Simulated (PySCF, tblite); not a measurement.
# C6H10FO radical: geometry, infrared bands and EPR parameters

What infrared bands and EPR parameters should C6H10FO radical (`F[C@@H]1[CH]OCCCC1`) show?

Computed with tblite 0.8.0 and PySCF 2.14.0, with density-fitted response routines of our own, on a single molecule in the gas phase. Atoms are numbered from 0 throughout.

**1. Starting geometry**

18 atoms, charge 0, multiplicity 2; geometry from: force field or distance geometry start.

Bonds of the start (Å): F0–C1 1.37, C1–C2 1.47, C2–O3 1.38, O3–C4 1.44, C4–C5 1.53, C5–C6 1.53, C6–C7 1.53, C7–C1 1.52, C1–H8 1.11, C2–H9 1.07, C4–H10 1.09, C4–H11 1.10, C5–H12 1.10, C5–H13 1.10, C6–H14 1.10, C6–H15 1.10, C7–H16 1.10, C7–H17 1.10.

**2. Optimising the geometry with GFN2-xTB**

The job: settings as JSON, then the geometry in Å.

```
{"job": {"kind": "relax", "xc": "GFN2-xTB", "basis": "xTB"}, "charge": 0, "multiplicity": 2}
F      1.431400     0.271700     1.557000
C      1.564500    -0.105200     0.249900
C      1.403700     1.043100    -0.655200
O      0.193700     1.636900    -0.973300
C     -0.869200     1.424200    -0.026900
C     -1.538000     0.070000    -0.244300
C     -0.796100    -1.072300     0.442900
C      0.648100    -1.284100    -0.016600
H      2.609100    -0.459000     0.158200
H      2.151900     1.335800    -1.364300
H     -0.544900     1.590700     0.997400
H     -1.610800     2.202100    -0.251700
H     -2.553800     0.111600     0.179700
H     -1.615700    -0.146700    -1.315800
H     -0.810300    -0.903900     1.533700
H     -1.361200    -2.000300     0.283700
H      1.032200    -2.158500     0.521500
H      0.656500    -1.549800    -1.087500
```

Run with:

```sh
OMP_NUM_THREADS=1 python probes_run.py task.json out
```

The driver reads the jobs from task.json and runs them one after another.

**Question.** This job is followed by: GFN2-xTB harmonic vibrations, gas phase; UKS B3LYP, pcH-1 on C F H O, non-relativistic, mean-field spin-orbit, GIAO. What will the session give for the following? strongest single infrared mode (GFN2-xTB); zero-point energy (GFN2-xTB); g(iso) (B3LYP); ⟨S²⟩; largest a(iso); potential on the surface of density 0.002 e/bohr³, 1st and 99th percentile.

The runs gave:

| quantity | value |
| --- | --- |
| strongest single infrared mode (GFN2-xTB) | 2997 cm⁻¹, 75 km/mol |
| zero-point energy (GFN2-xTB) | 93.7 kcal/mol |
| g(iso) (B3LYP) | 2.00287 |
| ⟨S²⟩ | 0.753 (exact 0.75) |
| largest a(iso) | 19F on F0, 374.2 MHz |
| potential on the surface of density 0.002 e/bohr³, 1st and 99th percentile | -1.24 V and 0.87 V |

Over 43 steps the energy fell by 0.129 eV; of the close pairs, F0–C1 changed most, 1.367 to 1.426 Å. No mode is imaginary among the 48: a minimum at this level. Unscaled tight-binding wavenumbers are off by several per cent, some by more. Its intensities can rank the bands wrongly. Most of the unpaired spin sits on C2 (0.83 e). The isotropic g lies 0.6 ppt above the free-electron value. These values are for one conformer; the search (at its own cheap level) found 2 more, at 0.00, 2.83 kcal/mol (those within 0.05 may be mirror or relabelled copies), and measured spectra average over such forms.
